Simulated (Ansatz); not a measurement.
**MoSi2 (Si2Mo-type): zero-pressure volume and bulk modulus with PBE + D4**

An exercise on one series of results from a longer session: the logs are not shown, and one member is left open.

Program: Ansatz 0.2.0. Level of theory: DFT PBE + D4, scalar-relativistic, plane waves, PAW. These are calculated values, not measurements.

1 further run of the same task is left out (set aside as unsound or not needed). Runs told in other sessions of the task aren't counted.

### The system as given

It takes space group I4/mmm (No. 139, tetragonal). The conventional cell has a = 3.204 Å, b = 3.204 Å, c = 7.843 Å, α = 90.00°, β = 90.00°, γ = 90.00°. Around Si (site symmetry 4mm) lie 5 Si at 2.59 to 2.63 Å and 5 Mo at 2.61 to 2.63 Å. Mo (site symmetry 4/mmm) has 10 Si at 2.61 to 2.63 Å in its first shell of neighbours.

Structure file:

```xyz
3
Lattice="-1.6019 1.6019 3.9213 1.6019 -1.6019 3.9213 1.6019 1.6019 -3.9213" Properties=species:S:1:pos:R:3 pbc="T T T"
Si    0.0000    0.0000    2.6282
Si    0.0000    0.0000    5.2143
Mo    0.0000    0.0000    0.0000
```

At PBE, an earlier run found 2.59 GPa for this cell of 13.416 Å³/atom (10×10×10 mesh), a metal on this mesh.

The first run:

Contents of input.yaml:

```yaml
crystal:
  lattice:
    - [-1.6018812136, 1.6018812136, 3.9212716889]
    - [1.6018812136, -1.6018812136, 3.9212716889]
    - [1.6018812136, 1.6018812136, -3.9212716889]
  atoms:
    - { symbol: Si, position: [0.3351230337, 0.3351230337, 0.0] }
    - { symbol: Si, position: [0.6648769663, 0.6648769663, 0.0] }
    - { symbol: Mo, position: [0.0, 0.0, 0.0] }
basis:
  ecutwfc: 420
  ecutrho_ratio: 4
kpoints:
  mp_grid: { grid: [10, 10, 10] }
hamiltonian:
  xc: pbe
  dispersion: d4
scf:
  occupations: { method: gaussian, width: 0.05 }
output:
  forces: true
  stress: true
  eigenvalues: true
relax:
  f_tol: 0.02
  max_steps: 40
  cell: { stress_tol: 0.2, fix: [volume] }
```

On the command line:

```
ansatz run input.yaml --threads 4 --pin off --max-ram 8192MiB --backend cpu --events-out ev --progress --plain --runs-dir out
```

Among the steps run: At the given cell; Stepping to 13.094 Å³/atom; Stepping to 13.191 Å³/atom; Volume × 0.98 of the new zero; Volume × 1.02 of the new zero; Volume × 0.96 of the new zero; Volume × 1.04 of the new zero.

One table of the session follows, with a row left open; its other results are not shown here.

It belongs to the step «Energy and pressure against volume». 

```
volume (Å³/atom)  energy (meV/atom)  pressure (GPa)
          12.664              15.64            9.84
          12.927               3.77            4.66
          13.191               0.00            0.01
          13.455                  ?               ?
          13.719              13.49           -7.91
```

Q: Estimate the row for volume (Å³/atom) = 13.455 from the others.

Worked estimate for «energy (meV/atom)». A straight line through the neighbours (13.191, 0.00) and (13.719, 13.49) gives 0.00 + (13.49 − 0.00) × (13.455 − 13.191) / (13.719 − 13.191) = 6.75; a parabola fitted to 3 rows on both sides gives 3.24.

**Answer.** energy (meV/atom): 3.49; pressure (GPa): -4.17. In «energy (meV/atom)» the line misses by +3.26 and the parabola by -0.25.
